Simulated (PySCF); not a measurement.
# C7: the cost of one run

The runs use PySCF 2.14.0, with density-fitted response routines of our own; the level of theory stands in each step. All values are computed, except where a source is named. Atoms are numbered from 0 throughout.

**1. The molecule as given**

7 atoms, charge 0, multiplicity 1; geometry from: GFN2-xTB.

Bonds of the start (Å): C0–C1 1.27, C1–C2 1.29, C2–C3 1.27, C3–C4 1.27, C4–C5 1.29, C5–C6 1.27.

**2. Relaxing the molecule at PBE0-D3(BJ)/def2-TZVP**

The job: settings as JSON, then the geometry in Å.

```
{"job": {"xc": "PBE0", "basis": "def2-TZVP", "d3": "d3bj", "grid": 2, "kind": "geom"}, "charge": 0, "multiplicity": 1}
C      0.000000     0.000000    -3.834880
C      0.000000     0.000000    -2.561080
C      0.000000     0.000000    -1.270330
C      0.000000     0.000000    -0.000010
C      0.000000     0.000000     1.270340
C      0.000000     0.000000     2.561090
C      0.000000     0.000000     3.834870
```

Q: Estimate the wall time of this first job on 4 threads of Intel Xeon Platinum 8259CL at 2.50GHz (Skylake/Cascade Lake), shared host.

About 88 s.
